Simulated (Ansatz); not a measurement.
A run of Ansatz 0.2.0 is set up as follows.

Contents of input.yaml:

```yaml
crystal:
  lattice:
    - [4.671681, 0.0, 0.0]
    - [0.0, 4.671681, 0.0]
    - [0.0, 0.0, 4.671681]
  atoms:
    - { symbol: In, position: [0.5, 0.5, 0.0] }
    - { symbol: In, position: [0.5, 0.0, 0.5] }
    - { symbol: In, position: [0.0, 0.5, 0.5] }
    - { symbol: As, position: [0.0, 0.0, 0.0] }
hamiltonian:
  xc: pbesol
  pseudopotentials: { kind: paw }
kpoints:
  mp_grid: { grid: [6, 6, 6] }
scf:
  occupations: { method: fermi_dirac, width: 0.05 }
output:
  forces: true
  stress: true
  eigenvalues: true
relax:
  f_tol: 0.01
  max_steps: 40
  cell: { stress_tol: 0.05, p_target: 10.0 }
```

Potentials or basis: Ansatz PAW.

Run with:

```sh
$ ansatz run input.yaml --threads 2 --pin off --max-ram 5632MiB --backend cpu --events-out ev --progress --plain --runs-dir out
```

Predict the relaxed volume.

20.91 Å³/atom.

Predict the band gap on the k mesh.

none (metal or under the smearing width).

Predict the relaxed cell.

a = 4.373 Å, b = 4.373 Å, c = 4.373 Å, α = 90.00°, β = 90.00°, γ = 90.00°.

Predict the space group after relaxing (to 0.05 Å).

Pm-3m (No. 221).

Final structure:
```yaml
crystal:
  lattice:
    - [4.37332, 0.00000, 0.00000]
    - [0.00000, 4.37332, 0.00000]
    - [0.00000, 0.00000, 4.37332]
  atoms:
    - { symbol: In, position: [0.50000, 0.50000, 0.00000] }
    - { symbol: In, position: [0.50000, 0.00000, 0.50000] }
    - { symbol: In, position: [0.00000, 0.50000, 0.50000] }
    - { symbol: As, position: [0.00000, 0.00000, 0.00000] }
```

Caveat: the volume moved by over 15 % at a fixed basis, so the end points are rough; the PAW data sets come from PBE, with cores solved anew for the run's functional, which leaves a small shift of forces and pressure.
